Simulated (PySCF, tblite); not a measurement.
# C5H3N3: a rotation path, then NMR shifts on frames

Aim: move C5H3N3 (`N#CCC(C#N)C#N`) away from its starting geometry and see how NMR shifts follow the geometry.

Programs: tblite 0.8.0 and PySCF 2.14.0, with density-fitted response routines of our own. Each step states its level of theory. These are calculated values for one molecule in the gas phase, unless marked as measured. Atoms are numbered from 0 throughout.

## Step 1: Starting geometry

11 atoms, charge 0, multiplicity 1; geometry from: GFN2-xTB.

Bonds of the start (Å): N0–C1 1.14, C1–C2 1.44, C2–C3 1.55, C3–C4 1.45, C4–N5 1.14, C3–C6 1.45, C6–N7 1.14, C2–H8 1.09, C2–H9 1.09, C3–H10 1.10.

## Step 2: The rotation path with GFN2-xTB

What the job is given:

```
{"job": {"kind": "neb", "xc": "GFN2-xTB", "basis": "xTB", "atoms": [1, 2, 3, 4], "turn": 120}, "charge": 0, "multiplicity": 1}
N     -2.838815     0.540407    -0.654608
C     -1.850489    -0.011482    -0.508714
C     -0.597570    -0.694486    -0.289360
C      0.389705     0.225703     0.469282
C      1.580402    -0.522560     0.828056
N      2.505353    -1.134366     1.095261
C      0.776438     1.352110    -0.362391
N      1.077348     2.221709    -1.035927
H     -0.172584    -0.988995    -1.254158
H     -0.788048    -1.597215     0.299810
H     -0.076316     0.611845     1.386785
```

Method: GFN2-xTB climbing-image nudged elastic band, gas phase.

Command:

```
> OMP_NUM_THREADS=1 python probes_run.py task.json out
```

One launch serves the whole session: the jobs run in the order shown.

The program printed:

```text
image   E - E0 / eV
  0       0.0000
  1       0.0159
  2       0.0558
  3       0.1005
  4       0.1250
  5       0.1153
  6       0.0803
  7       0.0443
  8       0.0294
```

Run time: 5.2 s. Hardware: 1 thread, shared host.

The final band, with the dihedral C1–C2–C3–C4:

| image | dihedral (°) | energy (eV) | energy (kcal/mol) |
| --- | --- | --- | --- |
| 0 | 173 | 0.000 | 0.0 |
| 1 | 189 | 0.016 | 0.4 |
| 2 | 205 | 0.056 | 1.3 |
| 3 | 221 | 0.101 | 2.3 |
| 4 | 238 | 0.125 | 2.9 |
| 5 | 253 | 0.115 | 2.7 |
| 6 | 269 | 0.080 | 1.9 |
| 7 | 285 | 0.044 | 1.0 |
| 8 | 299 | 0.029 | 0.7 |

## Step 3: Shielding tensors: image 0, PBE0/pcSseg-1

What the job is given:

```
{"job": {"kind": "nmr", "xc": "PBE0", "basis": "pcSseg-1", "pop": false}, "charge": 0, "multiplicity": 1}
N     -2.838800     0.540400    -0.654600
C     -1.850500    -0.011500    -0.508700
C     -0.597600    -0.694500    -0.289400
C      0.389700     0.225700     0.469300
C      1.580400    -0.522600     0.828100
N      2.505400    -1.134400     1.095300
C      0.776400     1.352100    -0.362400
N      1.077300     2.221700    -1.035900
H     -0.172600    -0.989000    -1.254200
H     -0.788000    -1.597200     0.299800
H     -0.076300     0.611800     1.386800
```

Method: GIAO PBE0/pcSseg-1 NMR shielding, non-relativistic, gas phase.

The program printed:

```text
coarse grid: 10480 points
cycle   1  E = -355.8722126942  dE =  1.336e+00  |g| = 7.539e-01  |ddm| = 3.339e+00
cycle   2  E = -355.1422806322  dE =  7.299e-01  |g| = 1.970e+00  |ddm| = 2.258e+00
cycle   3  E = -356.0128305996  dE = -8.705e-01  |g| = 7.215e-02  |ddm| = 1.595e+00
cycle   4  E = -356.0134809497  dE = -6.504e-04  |g| = 5.447e-02  |ddm| = 1.192e-01
cycle   5  E = -356.0139702554  dE = -4.893e-04  |g| = 2.671e-02  |ddm| = 4.803e-02
cycle   6  E = -356.0141198344  dE = -1.496e-04  |g| = 3.315e-03  |ddm| = 1.835e-02
cycle   7  E = -356.0141219799  dE = -2.146e-06  |g| = 1.292e-03  |ddm| = 3.051e-03
final grid: 105136 points
cycle   8  E = -356.0594281918  dE = -2.463e-05  |g| = 4.958e-03  |ddm| = 2.549e-02
cycle   9  E = -356.0594266549  dE =  1.537e-06  |g| = 5.756e-03  |ddm| = 8.422e-03
cycle  10  E = -356.0594333708  dE = -6.716e-06  |g| = 2.115e-03  |ddm| = 4.662e-03
cycle  11  E = -356.0594342969  dE = -9.261e-07  |g| = 2.977e-04  |ddm| = 1.491e-03
cycle  12  E = -356.0594343122  dE = -1.528e-08  |g| = 1.334e-04  |ddm| = 2.459e-04
cycle  13  E = -356.0594343147  dE = -2.467e-09  |g| = 8.251e-05  |ddm| = 1.305e-04
cycle  14  E = -356.0594343161  dE = -1.448e-09  |g| = 8.510e-06  |ddm| = 6.266e-05
cycle  15  E = -356.0594343161  dE = -5.002e-12  |g| = 7.283e-06  |ddm| = 1.001e-05
converged SCF energy = -356.0594343161

GIAO shielding tensors (ppm)
atom      isotropic    diamagn.    paramagn.     s11        s22        s33       span
  0 N      -45.823     338.650    -384.473   -224.093   -211.494    298.117    522.210
  1 C       68.143     259.596    -191.453    -46.495    -42.013    292.937    339.432
  2 C      163.863     246.764     -82.900    149.630    162.272    179.687     30.057
  3 C      167.077     245.868     -78.791    156.937    168.698    175.596     18.659
  4 C       70.289     259.095    -188.806    -45.509    -38.952    295.327    340.836
  5 N      -45.852     337.942    -383.794   -216.522   -211.649    290.616    507.138
  6 C       70.669     260.624    -189.955    -44.153    -37.347    293.506    337.658
  7 N      -47.840     338.102    -385.942   -221.468   -215.719    293.666    515.135
  8 H       28.754      27.751       1.002     24.853     28.007     33.401      8.548
  9 H       28.931      27.512       1.419     23.802     28.331     34.660     10.859
 10 H       28.165      27.299       0.865     25.065     26.377     33.052      7.987
```

It took 25 s on 1 thread, shared host.

The references, computed at this level on geometries of the same kind, shield at (ppm): ¹H TMS 31.72, ¹³C TMS 186.9, ¹⁵N NH3 267.7. Their shielding less the atom's gives the shift. The references are single molecules in the gas phase, so shifts against H2O, NH3, PH3, H3PO4 or CFCl3 are not on the usual liquid scales and can be off by tens of ppm. Each atom is listed at this fixed geometry, with no averaging over motion; a spectrum would average atoms that exchange fast.

```
atoms                            environment  σ (ppm)  δ (ppm)
   C1                         nitrile carbon     68.1    118.8
   C4                         nitrile carbon     70.3    116.6
   C6                         nitrile carbon     70.7    116.3
   C2                 sp3 CH2 α to a nitrile    163.9     23.1
   C3                  sp3 CH α to a nitrile    167.1     19.8
  H10   hydrogen on an sp3 CH α to a nitrile    28.16     3.55
   H8  hydrogen on an sp3 CH2 α to a nitrile    28.75     2.96
   H9  hydrogen on an sp3 CH2 α to a nitrile    28.93     2.79
   N7                       nitrile nitrogen    -47.8    315.6
   N5                       nitrile nitrogen    -45.9    313.6
   N0                       nitrile nitrogen    -45.8    313.6
```

## Step 4: Shielding tensors: image 2, PBE0/pcSseg-1

What the job is given:

```
{"job": {"kind": "nmr", "xc": "PBE0", "basis": "pcSseg-1", "pop": false}, "charge": 0, "multiplicity": 1}
N     -2.506900     0.690600    -1.230400
C     -1.697700     0.053200    -0.739300
C     -0.660200    -0.741200    -0.122300
C      0.403800     0.169400     0.543200
C      1.676300    -0.523800     0.621600
N      2.669300    -1.084700     0.650600
C      0.597900     1.392100    -0.220600
N      0.744500     2.353900    -0.815000
H     -0.197900    -1.362000    -0.896400
H     -1.110200    -1.398500     0.626900
H      0.086700     0.453700     1.555700
```

With the program's defaults for keys left out, this is: GIAO PBE0/pcSseg-1 NMR shielding, non-relativistic, gas phase.

The program printed:

```text
coarse grid: 10480 points
cycle   1  E = -355.8637778497  dE =  1.345e+00  |g| = 7.635e-01  |ddm| = 3.342e+00
cycle   2  E = -355.0989050253  dE =  7.649e-01  |g| = 2.014e+00  |ddm| = 2.281e+00
cycle   3  E = -356.0082129579  dE = -9.093e-01  |g| = 7.431e-02  |ddm| = 1.613e+00
cycle   4  E = -356.0090169039  dE = -8.039e-04  |g| = 5.189e-02  |ddm| = 1.243e-01
cycle   5  E = -356.0094671059  dE = -4.502e-04  |g| = 2.557e-02  |ddm| = 4.627e-02
cycle   6  E = -356.0096034827  dE = -1.364e-04  |g| = 3.561e-03  |ddm| = 1.783e-02
cycle   7  E = -356.0096058837  dE = -2.401e-06  |g| = 1.463e-03  |ddm| = 3.257e-03
final grid: 105136 points
cycle   8  E = -356.0550540576  dE = -2.387e-05  |g| = 5.149e-03  |ddm| = 2.617e-02
cycle   9  E = -356.0550489825  dE =  5.075e-06  |g| = 7.194e-03  |ddm| = 9.016e-03
cycle  10  E = -356.0550593520  dE = -1.037e-05  |g| = 2.350e-03  |ddm| = 5.588e-03
cycle  11  E = -356.0550605079  dE = -1.156e-06  |g| = 2.805e-04  |ddm| = 1.653e-03
cycle  12  E = -356.0550605197  dE = -1.184e-08  |g| = 1.545e-04  |ddm| = 2.471e-04
cycle  13  E = -356.0550605237  dE = -3.957e-09  |g| = 7.689e-05  |ddm| = 1.391e-04
cycle  14  E = -356.0550605249  dE = -1.240e-09  |g| = 1.298e-05  |ddm| = 6.041e-05
cycle  15  E = -356.0550605250  dE = -2.092e-11  |g| = 8.668e-06  |ddm| = 1.334e-05
converged SCF energy = -356.0550605250

GIAO shielding tensors (ppm)
atom      isotropic    diamagn.    paramagn.     s11        s22        s33       span
  0 N      -50.599     338.724    -389.323   -227.913   -215.514    291.629    519.542
  1 C       69.281     260.785    -191.504    -46.027    -39.279    293.150    339.177
  2 C      165.076     245.822     -80.745    146.229    166.581    182.419     36.191
  3 C      168.309     246.019     -77.710    153.960    172.701    178.267     24.307
  4 C       69.792     259.650    -189.858    -47.430    -38.453    295.260    342.690
  5 N      -45.419     337.718    -383.138   -216.743   -209.753    290.238    506.980
  6 C       71.741     261.431    -189.690    -43.459    -35.047    293.729    337.188
  7 N      -52.202     338.420    -390.622   -225.029   -219.145    287.569    512.598
  8 H       28.790      27.642       1.149     24.048     28.419     33.904      9.856
  9 H       28.849      26.908       1.942     24.064     27.549     34.935     10.871
 10 H       28.117      26.702       1.415     25.307     25.407     33.636      8.328
```

Run time: 24 s. Hardware: 1 thread, shared host.

Key values: δ C1 117.6, C4 117.1, C6 115.2, C2 21.8, H10 3.60, H8 2.93 ppm.

## Step 5: Nuclear shieldings: image 4, PBE0/pcSseg-1

What the job is given:

```
{"job": {"kind": "nmr", "xc": "PBE0", "basis": "pcSseg-1", "pop": false}, "charge": 0, "multiplicity": 1}
N     -2.120600     0.577400    -1.726900
C     -1.508700    -0.001000    -0.956500
C     -0.733000    -0.729400     0.022200
C      0.422800     0.141900     0.593500
C      1.702100    -0.507200     0.372900
N      2.692700    -1.040300     0.182700
C      0.470800     1.453800    -0.034000
N      0.515400     2.484700    -0.519000
H     -0.328700    -1.624800    -0.461000
H     -1.401900    -1.046500     0.826400
H      0.294600     0.294200     1.673600
```

With the program's defaults for keys left out, this is: GIAO PBE0/pcSseg-1 NMR shielding, non-relativistic, gas phase.

The program printed:

```text
coarse grid: 10480 points
cycle   1  E = -355.8553818823  dE =  1.350e+00  |g| = 7.724e-01  |ddm| = 3.340e+00
cycle   2  E = -355.0603000501  dE =  7.951e-01  |g| = 2.050e+00  |ddm| = 2.291e+00
cycle   3  E = -356.0034364669  dE = -9.431e-01  |g| = 7.698e-02  |ddm| = 1.623e+00
cycle   4  E = -356.0043696396  dE = -9.332e-04  |g| = 5.160e-02  |ddm| = 1.286e-01
cycle   5  E = -356.0048252114  dE = -4.556e-04  |g| = 2.500e-02  |ddm| = 4.698e-02
cycle   6  E = -356.0049552085  dE = -1.300e-04  |g| = 3.707e-03  |ddm| = 1.754e-02
cycle   7  E = -356.0049578510  dE = -2.643e-06  |g| = 1.415e-03  |ddm| = 3.282e-03
final grid: 105136 points
cycle   8  E = -356.0500410904  dE = -2.397e-05  |g| = 4.854e-03  |ddm| = 2.544e-02
cycle   9  E = -356.0500383369  dE =  2.753e-06  |g| = 6.153e-03  |ddm| = 8.460e-03
cycle  10  E = -356.0500457847  dE = -7.448e-06  |g| = 2.315e-03  |ddm| = 4.905e-03
cycle  11  E = -356.0500469064  dE = -1.122e-06  |g| = 2.667e-04  |ddm| = 1.616e-03
cycle  12  E = -356.0500469172  dE = -1.087e-08  |g| = 1.440e-04  |ddm| = 2.365e-04
cycle  13  E = -356.0500469204  dE = -3.179e-09  |g| = 8.005e-05  |ddm| = 1.287e-04
cycle  14  E = -356.0500469218  dE = -1.346e-09  |g| = 1.008e-05  |ddm| = 6.002e-05
cycle  15  E = -356.0500469218  dE = -1.421e-11  |g| = 6.747e-06  |ddm| = 1.151e-05
converged SCF energy = -356.0500469218

GIAO shielding tensors (ppm)
atom      isotropic    diamagn.    paramagn.     s11        s22        s33       span
  0 N      -53.599     338.535    -392.135   -227.749   -217.037    283.989    511.738
  1 C       69.288     261.166    -191.878    -47.824    -37.615    293.303    341.127
  2 C      165.683     245.526     -79.843    144.943    167.000    185.105     40.162
  3 C      169.831     245.815     -75.985    154.119    176.115    179.258     25.139
  4 C       68.863     260.191    -191.328    -51.505    -37.401    295.493    346.998
  5 N      -43.503     337.664    -381.167   -216.493   -201.752    287.735    504.228
  6 C       71.944     261.121    -189.177    -44.844    -33.308    293.983    338.827
  7 N      -54.822     338.476    -393.299   -225.163   -221.358    282.054    507.217
  8 H       28.767      27.463       1.304     23.881     28.232     34.187     10.306
  9 H       28.709      26.801       1.908     23.677     27.435     35.015     11.338
 10 H       28.116      26.512       1.603     24.909     25.403     34.035      9.126
```

Wall time 25 s (1 thread, shared host).

Key values: δ C4 118.1, C1 117.6, C6 115.0, C2 21.2, H10 3.60, H9 3.01 ppm.

## Step 6: NMR shieldings: image 6, PBE0/pcSseg-1

What the job is given:

```
{"job": {"kind": "nmr", "xc": "PBE0", "basis": "pcSseg-1", "pop": false}, "charge": 0, "multiplicity": 1}
N     -1.689900     0.291400    -2.094000
C     -1.295300    -0.146600    -1.116900
C     -0.798600    -0.677200     0.132900
C      0.437600     0.122100     0.623900
C      1.660900    -0.473800     0.117000
N      2.608900    -0.971800    -0.275800
C      0.383500     1.505700     0.179500
N      0.347300     2.588300    -0.176400
H     -0.531000    -1.728800    -0.010300
H     -1.601900    -0.617800     0.872500
H      0.483900     0.111200     1.721700
```

Level: GIAO PBE0/pcSseg-1 NMR shielding, non-relativistic, gas phase.

The program printed:

```text
coarse grid: 10480 points
cycle   1  E = -355.8605158974  dE =  1.347e+00  |g| = 7.698e-01  |ddm| = 3.302e+00
cycle   2  E = -355.0741202826  dE =  7.864e-01  |g| = 2.040e+00  |ddm| = 2.277e+00
cycle   3  E = -356.0077561212  dE = -9.336e-01  |g| = 7.788e-02  |ddm| = 1.618e+00
cycle   4  E = -356.0087696580  dE = -1.014e-03  |g| = 5.043e-02  |ddm| = 1.332e-01
cycle   5  E = -356.0092098114  dE = -4.402e-04  |g| = 2.457e-02  |ddm| = 4.665e-02
cycle   6  E = -356.0093345350  dE = -1.247e-04  |g| = 3.813e-03  |ddm| = 1.713e-02
cycle   7  E = -356.0093373795  dE = -2.845e-06  |g| = 1.335e-03  |ddm| = 3.261e-03
final grid: 105136 points
cycle   8  E = -356.0536122396  dE = -2.477e-05  |g| = 4.868e-03  |ddm| = 2.471e-02
cycle   9  E = -356.0536104962  dE =  1.743e-06  |g| = 5.780e-03  |ddm| = 8.511e-03
cycle  10  E = -356.0536171233  dE = -6.627e-06  |g| = 2.230e-03  |ddm| = 4.746e-03
cycle  11  E = -356.0536181618  dE = -1.039e-06  |g| = 2.700e-04  |ddm| = 1.558e-03
cycle  12  E = -356.0536181723  dE = -1.050e-08  |g| = 1.554e-04  |ddm| = 2.408e-04
cycle  13  E = -356.0536181763  dE = -4.033e-09  |g| = 7.526e-05  |ddm| = 1.323e-04
cycle  14  E = -356.0536181775  dE = -1.187e-09  |g| = 1.104e-05  |ddm| = 5.840e-05
cycle  15  E = -356.0536181775  dE = -1.705e-11  |g| = 7.093e-06  |ddm| = 1.208e-05
converged SCF energy = -356.0536181775

GIAO shielding tensors (ppm)
atom      isotropic    diamagn.    paramagn.     s11        s22        s33       span
  0 N      -51.872     338.721    -390.594   -229.669   -217.738    291.789    521.458
  1 C       69.088     261.215    -192.126    -46.037    -38.591    291.893    337.930
  2 C      164.606     246.055     -81.448    149.724    163.246    180.848     31.124
  3 C      168.168     246.182     -78.014    156.161    173.552    174.791     18.630
  4 C       69.256     260.319    -191.063    -49.319    -37.395    294.482    343.801
  5 N      -44.145     337.960    -382.106   -219.124   -203.982    290.671    509.795
  6 C       71.993     260.811    -188.819    -43.003    -34.705    293.685    336.688
  7 N      -53.336     338.353    -391.689   -225.497   -221.562    287.052    512.549
  8 H       28.910      27.554       1.356     24.652     27.465     34.613      9.961
  9 H       28.828      27.120       1.709     23.778     27.377     35.330     11.552
 10 H       28.195      26.748       1.446     24.790     25.541     34.253      9.463
```

It took 25 s on 1 thread, shared host.

In short: δ C1 117.8, C4 117.7, C6 114.9, C2 22.3, H10 3.52, H9 2.89 ppm.

## Step 7: NMR shieldings: image 8, PBE0/pcSseg-1

What the job is given:

```
{"job": {"kind": "nmr", "xc": "PBE0", "basis": "pcSseg-1", "pop": false}, "charge": 0, "multiplicity": 1}
N     -1.308500    -0.183800    -2.325600
C     -1.116200    -0.366200    -1.215800
C     -0.859900    -0.586800     0.189800
C      0.450400     0.109600     0.628000
C      1.583200    -0.416100    -0.114000
N      2.465900    -0.848100    -0.692600
C      0.366500     1.543900     0.413700
N      0.281700     2.670100     0.255400
H     -0.782700    -1.663500     0.369800
H     -1.699300    -0.186800     0.766700
H      0.624400    -0.069500     1.698600
```

With the program's defaults for keys left out, this is: GIAO PBE0/pcSseg-1 NMR shielding, non-relativistic, gas phase.

The program printed:

```text
coarse grid: 10480 points
cycle   1  E = -355.8653331728  dE =  1.342e+00  |g| = 7.643e-01  |ddm| = 3.287e+00
cycle   2  E = -355.0963526674  dE =  7.690e-01  |g| = 2.019e+00  |ddm| = 2.257e+00
cycle   3  E = -356.0105956102  dE = -9.142e-01  |g| = 7.751e-02  |ddm| = 1.605e+00
cycle   4  E = -356.0116153249  dE = -1.020e-03  |g| = 4.978e-02  |ddm| = 1.350e-01
cycle   5  E = -356.0120419294  dE = -4.266e-04  |g| = 2.472e-02  |ddm| = 4.650e-02
cycle   6  E = -356.0121679103  dE = -1.260e-04  |g| = 3.798e-03  |ddm| = 1.704e-02
cycle   7  E = -356.0121708353  dE = -2.925e-06  |g| = 1.125e-03  |ddm| = 3.196e-03
final grid: 105136 points
cycle   8  E = -356.0578436654  dE = -2.492e-05  |g| = 4.374e-03  |ddm| = 2.584e-02
cycle   9  E = -356.0578440754  dE = -4.100e-07  |g| = 4.275e-03  |ddm| = 7.419e-03
cycle  10  E = -356.0578480543  dE = -3.979e-06  |g| = 1.556e-03  |ddm| = 3.616e-03
cycle  11  E = -356.0578485461  dE = -4.918e-07  |g| = 3.399e-04  |ddm| = 1.177e-03
cycle  12  E = -356.0578485685  dE = -2.244e-08  |g| = 9.691e-05  |ddm| = 2.407e-04
cycle  13  E = -356.0578485696  dE = -1.025e-09  |g| = 7.232e-05  |ddm| = 9.949e-05
cycle  14  E = -356.0578485706  dE = -1.078e-09  |g| = 9.151e-06  |ddm| = 5.140e-05
cycle  15  E = -356.0578485707  dE = -2.103e-11  |g| = 1.852e-06  |ddm| = 1.015e-05
converged SCF energy = -356.0578485707

GIAO shielding tensors (ppm)
atom      isotropic    diamagn.    paramagn.     s11        s22        s33       span
  0 N      -49.249     338.910    -388.159   -231.354   -217.126    300.735    532.089
  1 C       68.914     261.246    -192.332    -44.436    -39.781    290.959    335.395
  2 C      163.704     246.293     -82.589    154.502    159.278    177.331     22.829
  3 C      166.704     246.513     -79.809    158.903    169.398    171.812     12.909
  4 C       70.773     260.619    -189.846    -43.915    -37.201    293.435    337.350
  5 N      -48.006     338.255    -386.260   -223.021   -214.901    293.905    516.926
  6 C       70.776     260.629    -189.853    -43.901    -37.204    293.432    337.333
  7 N      -48.014     338.259    -386.274   -223.027   -214.953    293.936    516.963
  8 H       28.967      27.457       1.510     24.597     27.132     35.171     10.574
  9 H       28.967      27.468       1.499     24.598     27.137     35.165     10.567
 10 H       28.249      26.808       1.442     24.780     25.610     34.359      9.579
```

It took 25 s on 1 thread, shared host.

This run: δ C1 118.0, C4 116.2, C6 116.1, C2 23.2, H10 3.47, H9 2.75 ppm.

## Step 8: Comparing the runs: NMR shifts

Shifts (ppm) of some atoms, chosen among heavy atoms and hydrogens apart, with basis size and wall time:

| frame | C2 | C3 | H8 | H9 | N7 | N5 | N0 | functions | time |
| --- | --- | --- | --- | --- | --- | --- | --- | --- | --- |
| image 0 | 23.1 | 19.8 | 2.96 | 2.79 | 315.6 | 313.6 | 313.6 | 151 | 25 s |
| image 2 | 21.8 | 18.6 | 2.93 | 2.87 | 319.9 | 313.1 | 318.3 | 151 | 24 s |
| image 4 | 21.2 | 17.1 | 2.95 | 3.01 | 322.6 | 311.2 | 321.3 | 151 | 25 s |
| image 6 | 22.3 | 18.8 | 2.81 | 2.89 | 321.1 | 311.9 | 319.6 | 151 | 25 s |
| image 8 | 23.2 | 20.2 | 2.75 | 2.75 | 315.7 | 315.7 | 317.0 | 151 | 25 s |

## Step 9: Results

| quantity | value |
| --- | --- |
| barrier | 0.125 eV (2.9 kcal/mol) at image 4 |
| end to end (GFN2-xTB) | 0.029 eV |
| ¹³C shifts against TMS (PBE0/pcSseg-1, image 0) | 118.8, 116.6, 116.3, 23.1, 19.8 ppm |
| ¹H shifts against TMS (PBE0/pcSseg-1, image 0) | 3.55, 2.96, 2.79 ppm |
| ¹⁵N shifts against NH3 (PBE0/pcSseg-1, image 0) | 315.6, 313.6, 313.6 ppm |
| range of the shift of N0 | 313.6 to 321.3 ppm |

In words: Along the band the dihedral turns by 126°, and the top (dihedral 238°) lies 2.9 kcal/mol above the start (GFN2-xTB, rough), so at room temperature this motion is fast. Ends this close can change order at a higher level. The top was not checked by a frequency run. Shifts at one fixed geometry are not the observed spectrum, which averages over the motion. Across the 5 runs the shift of N0 moves most, between 313.6 (image 0) and 321.3 ppm (image 4).
